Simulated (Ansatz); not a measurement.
**B2FH3OSi: geometry optimisation from a Python script**

Wanted for B2FH3OSi: a geometry optimisation. SMILES: BB1O[SiH]1F.

Program: the Python package of Ansatz 0.2.0. Level of theory: B3LYP+D4/def2-SVP. These are calculated values, not measurements.

### Step 1. The system

Bond lengths: B1–B2 1.694 Å, B2–O3 1.493 Å, B2–Si4 1.949 Å, O3–Si4 1.672 Å, Si4–F5 1.665 Å, B1–H6 1.110 Å, B1–H7 1.218 Å, Si4–H8 1.502 Å. Angles: B1–B2–O3 151.8°, B1–B2–Si4 139.9°, O3–B2–Si4 56.2°, B2–B1–H6 121.7°, B2–B1–H7 116.9°, H6–B1–H7 121.3°, B2–O3–Si4 75.8°, B2–Si4–O3 47.9°, B2–Si4–F5 119.5°, B2–Si4–H8 123.3°, O3–Si4–F5 111.5°, O3–Si4–H8 103.0°, F5–Si4–H8 116.5°.

No structure file is read: the coordinates are typed or built in the script.

### Step 2. The code

opt_b2fh3osi.py reads:

```python
'''Relax the B2FH3OSi molecule.'''

import itertools
import logging
import sys
import warnings

import ansatz as az
from ase.data import atomic_numbers, covalent_radii
import numpy as np

logging.basicConfig(stream=sys.stdout, format='%(levelname)s %(message)s')
logger = logging.getLogger('run')
logger.setLevel(logging.INFO)

warnings.simplefilter('ignore', az.DeckWarning)

mol = (
    az.Crystal.molecule()
    .atom('B', (1.2442, 0.8612, 1.1278))
    .atom('B', (-0.1438, 0.4846, 0.2318))
    .atom('O', (-1.0185, 0.6426, -0.9678))
    .atom('Si', (-0.9309, -1.0111, -0.7397))
    .atom('F', (-0.0611, -1.7499, -1.9521))
    .atom('H', (1.7341, 0.1145, 1.7874))
    .atom('H', (1.6418, 2.0112, 1.0691))
    .atom('H', (-2.3737, -1.4103, -0.6121))
)

calc = (
    mol.calculation()
    .basis(gaussian='def2-SVP')
    .functional('b3lyp', dispersion='d4')
)
symbols = [site.symbol for site in mol.cartesian_sites]
start = np.array([site.position_ang for site in mol.cartesian_sites], dtype=float)
def progress(event):
    if event['event'] == 'relax_step':
        row = event['data']
        logger.info(f'step {row["step"]:3d}  E = {row["lagrangian_ev"]:.6f} eV  largest force component {row["allowed_force_max_ev_ang"]:.4f} eV/A')


r = calc.relax(force_tolerance=0.01).session().plan().execute(on_event=progress).report
end = np.array(r['positions_ang'])

logger.info('reference energy %16.6f eV' % r['reference_energy_ev'])
logger.info('total energy     %16.6f eV' % r['free_energy_ev'])
print('occupied orbitals outside the frozen core (up, down):', r['n_occupied'], ' frozen:', r['n_frozen'], ' virtual:', r['n_virtual'])

# pairs closer than 1.2 times the sum of covalent radii, before or after
radius = [covalent_radii[atomic_numbers[s]] for s in symbols]
span = lambda where, i, j: np.linalg.norm(where[i] - where[j])
bonded = [(i, j) for i, j in itertools.combinations(range(len(symbols)), 2) if min(span(start, i, j), span(end, i, j)) < 1.2 * (radius[i] + radius[j])]
logger.info('pair        before    after (A)')
for i, j in bonded:
    print(f'{symbols[i]}{i}-{symbols[j]}{j}'.ljust(10), f'{span(start, i, j):8.4f} {span(end, i, j):8.4f}')
for first, second in list(itertools.combinations(bonded, 2)):
    shared = set(first) & set(second)
    if shared and symbols[(j := shared.pop())] != 'H':
        i, k = sorted((set(first) | set(second)) - {j})
        u, v = end[i] - end[j], end[k] - end[j]
        angle = np.degrees(np.arccos(np.clip(u @ v / np.linalg.norm(u) / np.linalg.norm(v), -1, 1)))
        logger.info(f'final angle {symbols[i]}{i}-{symbols[j]}{j}-{symbols[k]}{k}: {angle:.2f} deg')

charges = r['charge_distribution']
dipole = np.array(charges['dipole_moment_e_ang']) * 4.803205
logger.info('dipole (D): {:.3f} {:.3f} {:.3f}, length {:.3f}'.format(*dipole, np.linalg.norm(dipole)))
logger.info('atom  Mulliken   Lowdin')
for symbol, m, l in zip(symbols, charges['mulliken_charges_e'], charges['lowdin_charges_e']):
    logger.info(f'{symbol:4s} {m:9.3f} {l:8.3f}')
with open('b2fh3osi_opt.xyz', 'w') as handle:
    handle.write(f'{len(symbols)}\nrelaxed B2FH3OSi\n')
    handle.writelines(f'{s:2s} {x:11.6f} {y:11.6f} {z:11.6f}\n' for s, (x, y, z) in zip(symbols, end))
```

### Step 3. What the engine is handed

The package turns the script's settings into the engine's input:

```yaml
crystal:
  periodic: [false, false, false]
  atoms:
    - { symbol: B, position_ang: [1.2442, 0.8612, 1.1278] }
    - { symbol: B, position_ang: [-0.1438, 0.4846, 0.2318] }
    - { symbol: O, position_ang: [-1.0185, 0.6426, -0.9678] }
    - { symbol: Si, position_ang: [-0.9309, -1.0111, -0.7397] }
    - { symbol: F, position_ang: [-0.0611, -1.7499, -1.9521] }
    - { symbol: H, position_ang: [1.7341, 0.1145, 1.7874] }
    - { symbol: H, position_ang: [1.6418, 2.0112, 1.0691] }
    - { symbol: H, position_ang: [-2.3737, -1.4103, -0.6121] }
basis:
  gaussian:
    orbitals: def2-SVP
hamiltonian:
  xc: b3lyp
  dispersion: d4
relax:
  f_tol: 0.01
```

### Step 4. Launch

Run with:

```
python opt_b2fh3osi.py
```

**Question.** What results will this script give? Wanted: total energy; dipole moment; moves of the relaxation; energy gained; last largest force component.

The runs gave:

| quantity | value |
| --- | --- |
| total energy | -14037.5851 eV |
| dipole moment | 1.37 D |
| moves of the relaxation | 15 |
| energy gained | 1.419 eV |
| last largest force component | 0.0060 eV/Å |

In words: After 15 moves the largest shift is 1.046 Å, of atom 6 (H). So large a move can change the bonding: the results belong to the relaxed structure. Notes:
- The end point is the stationary point reached from this start; no frequency run checks that it is a minimum, and the basis set is modest.
- The Löwdin charges here are taken after orthogonalising the functions within each atom; they differ from plain Löwdin charges, and their signs can be unphysical.
- Total less reference energy is the dispersion correction.
- b3lyp holds the VWN-RPA fit, as in Gaussian; the form of ORCA and Turbomole is b3lyp5.
